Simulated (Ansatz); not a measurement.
**Ti (Im-3m): equation of state with a fit**

Where is the equilibrium volume of Ti (Im-3m), and how stiff is it? The task is an equation of state with a fit, for Ti (Im-3m).

This is Ti in the bcc structure; at room conditions it is hcp.

All numbers are computed with Ansatz 0.2.0, driven from Python. Level of theory: DFT PBEsol, plane waves, PAW.

### 1 The system

Symmetry: Im-3m, No. 229, cubic system. Conventional cell: a = 3.282 Å, b = 3.282 Å, c = 3.282 Å, α = 90.00°, β = 90.00°, γ = 90.00°. Ti (site symmetry m-3m) is surrounded by 8 Ti at 2.84 Å.

No structure file is read: the coordinates are typed or built in the script.

### 2 Script

eos_ti.py reads:

```python
"""Equation of state of Ti."""

import ansatz as az
from ase.eos import EquationOfState
from ase.units import GPa
import numpy as np

FUNCTIONAL = "pbesol"
ECUT = 450
SMEARING = "cold"
SIGMA = 0.1
MESH = (12, 12, 12)

VECTORS = np.array([
    [-1.641, 1.641, 1.641],
    [1.641, -1.641, 1.641],
    [1.641, 1.641, -1.641],
])
SITES = [
    ("Ti", (0.0, 0.0, 0.0)),
]


def on_lattice(cell):
    crystal = az.Crystal(lattice=az.Lattice.of(cell))
    for symbol, position in SITES:
        crystal = crystal.atom(symbol, position)
    return crystal


def main() -> None:
    # scale the volume, keep shape and fractions
    volumes, energies = [], []
    for scale in np.linspace(0.88, 1.12, 7):
        cell = VECTORS * scale ** (1 / 3)
        base = (
            on_lattice(cell).calculation()
            .functional(FUNCTIONAL)
            .basis(ECUT)  # a bare number is in eV
            .occupations(SMEARING, width=SIGMA)
            .kpoints(*MESH)  # the mesh must be finer for metals
        )
        data = base.run().report
        volumes.append(abs(np.linalg.det(cell)) / len(SITES))
        energies.append(data["free_energy_ev"] / len(SITES))
        print(f"V = {volumes[-1]:8.4f} A^3/atom  F = {energies[-1]:.5f} eV/atom")

    eos = EquationOfState(volumes, energies, eos="vinet")
    v0, e0, bulk = eos.fit()
    print(f"V0 = {v0:.4f} A^3/atom, E0 = {e0:.5f} eV/atom, B = {bulk / GPa:.1f} GPa")
    eos.plot("eos.png")


if __name__ == "__main__":
    main()
```

### 3 The input behind the calls

The engine receives this input (first run):

```yaml
crystal:
  lattice:
    - [-1.5725439970880057, 1.5725439970880057, 1.5725439970880057]
    - [1.5725439970880057, -1.5725439970880057, 1.5725439970880057]
    - [1.5725439970880057, 1.5725439970880057, -1.5725439970880057]
  atoms:
    - { symbol: Ti, position: [0.0, 0.0, 0.0] }
basis:
  ecutwfc: 450.0
kpoints:
  mp_grid:
    grid: [12, 12, 12]
hamiltonian:
  xc: pbesol
scf:
  occupations:
    method: cold
    width: 0.1
```

### 4 Running it

Run with:

```bash
> python eos_ti.py
```

**Question.** Estimate the equilibrium volume and the bulk modulus.

**Answer**, as computed:

```
                      quantity            value
                 runs compared                7
               range of energy  176.87 meV/atom
lowest point, volume (Å³/atom)           16.262
      equilibrium volume (fit)    16.51 Å³/atom
            bulk modulus (fit)          117 GPa
```

What this shows: A third-order Birch-Murnaghan fit through the 7 points (the script's own form differs a little) has its minimum at 16.51 Å³ an atom, 6.6 % below the typed cell, with a bulk modulus of 117 GPa and dB/dP = 3.8. From that minimum the energy rises by 22.0 meV an atom on the compressed side and 178.2 meV on the expanded side. The window is off centre, so dB/dP is rough. What to keep in mind:
- For a metal this k-point mesh is coarse: on a finer one energies can move by several to tens of meV an atom and pressures by half a GPa or more, differences at one mesh by less.
- This isn't the structure that Ti takes at ambient conditions.
